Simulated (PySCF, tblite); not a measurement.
# C₄H₁₁GeN: geometry, infrared bands and NMR shifts

Wanted: the infrared bands and NMR shifts of C₄H₁₁GeN (`C[N]([GeH3])C1CC1`), by calculation.

The runs use tblite 0.8.0 and PySCF 2.14.0, with density-fitted response routines of our own; the level of theory stands in each step. All values are computed, except where a source is named. Atoms count from 0, in the outputs and in this text.

### Step 1. Starting geometry

17 atoms, charge 0, multiplicity 1; geometry from: force field or distance geometry start.

Bonds of the start (Å): C0–N1 1.44, N1–Ge2 1.89, N1–C3 1.46, C3–C4 1.53, C4–C5 1.52, C5–C3 1.48, C0–H6 1.13, C0–H7 1.13, C0–H8 1.10, Ge2–H9 1.54, Ge2–H10 1.56, Ge2–H11 1.55, C3–H12 1.13, C4–H13 1.09, C4–H14 1.11, C5–H15 1.10, C5–H16 1.13.

### Step 2. Optimising the geometry with GFN2-xTB

The job: settings as JSON, then the geometry in Å.

```
{"job": {"kind": "relax", "xc": "GFN2-xTB", "basis": "xTB"}, "charge": 0, "multiplicity": 1}
C     -0.995700     1.714500    -0.054000
N     -0.453000     0.464200    -0.513300
Ge    -1.639400    -0.956900    -0.153400
C      0.696500     0.151800     0.327100
C      1.320200    -1.183500    -0.096200
C      2.082600     0.133200    -0.181400
H     -1.886600     1.583100     0.623000
H     -0.219300     2.231100     0.581700
H     -1.260600     2.406000    -0.868600
H     -3.022700    -0.534300    -0.690300
H     -1.148900    -2.267900    -0.841100
H     -1.758500    -1.217100     1.373600
H      0.515200     0.212800     1.436400
H      1.541700    -1.898500     0.696200
H      0.990800    -1.558600    -1.092700
H      2.355400     0.498400    -1.177700
H      2.875500     0.233800     0.620800
```

On the command line:

```console
OMP_NUM_THREADS=1 python probes_run.py task.json out
```

The driver reads the jobs from task.json and runs them one after another.

**Question.** This job is followed by: GFN2-xTB harmonic vibrations, gas phase; GIAO PBE0/pcSseg-1 NMR shielding, non-relativistic, gas phase. Predict these results of the whole session: strongest single infrared mode (GFN2-xTB); zero-point energy (GFN2-xTB); ¹³C shifts against TMS (PBE0/pcSseg-1, means over atoms taken as alike); ¹H shifts against TMS (PBE0/pcSseg-1, means over atoms taken as alike); ¹⁵N shifts against NH3 (PBE0/pcSseg-1); ⁷³Ge shifts against GeMe4 (PBE0/pcSseg-1); surface potential, 1st and 99th percentile.

The runs gave:

```
                                                               quantity                             value
                              strongest single infrared mode (GFN2-xTB)             2086 cm⁻¹, 441 km/mol
                                           zero-point energy (GFN2-xTB)                     84.9 kcal/mol
¹³C shifts against TMS (PBE0/pcSseg-1, means over atoms taken as alike)              42.4, 38.2, 11.1 ppm
 ¹H shifts against TMS (PBE0/pcSseg-1, means over atoms taken as alike)  4.29, 2.70, 2.04, 0.50, 0.44 ppm
                                 ¹⁵N shifts against NH3 (PBE0/pcSseg-1)                          33.3 ppm
                              ⁷³Ge shifts against GeMe4 (PBE0/pcSseg-1)                          -137 ppm
                                  surface potential, 1st and 99th percentile                -0.80 V and 0.86 V
```

Relaxing lowered the energy by 0.863 eV in 76 steps; the close pair that moved most is Ge2–H10, from 1.560 to 1.491 Å. No mode is imaginary among the 45: a minimum at this level. The strongest single mode, at 2086 cm⁻¹, moves mainly H10. GFN2-xTB is a fitted tight-binding method: band positions and strengths are rough. Its intensities can rank the bands wrongly. The most deshielded carbon is C0 (methyl carbon bonded to N), at 42.4 ppm: pulled downfield by the heteroatom. At PBE0/pcSseg-1: The widest tensor belongs to Ge2: span 332 ppm, with a paramagnetic part of -1289 ppm. Spin-orbit coupling is left out, which matters for shieldings and couplings at and beside the heavy atoms.
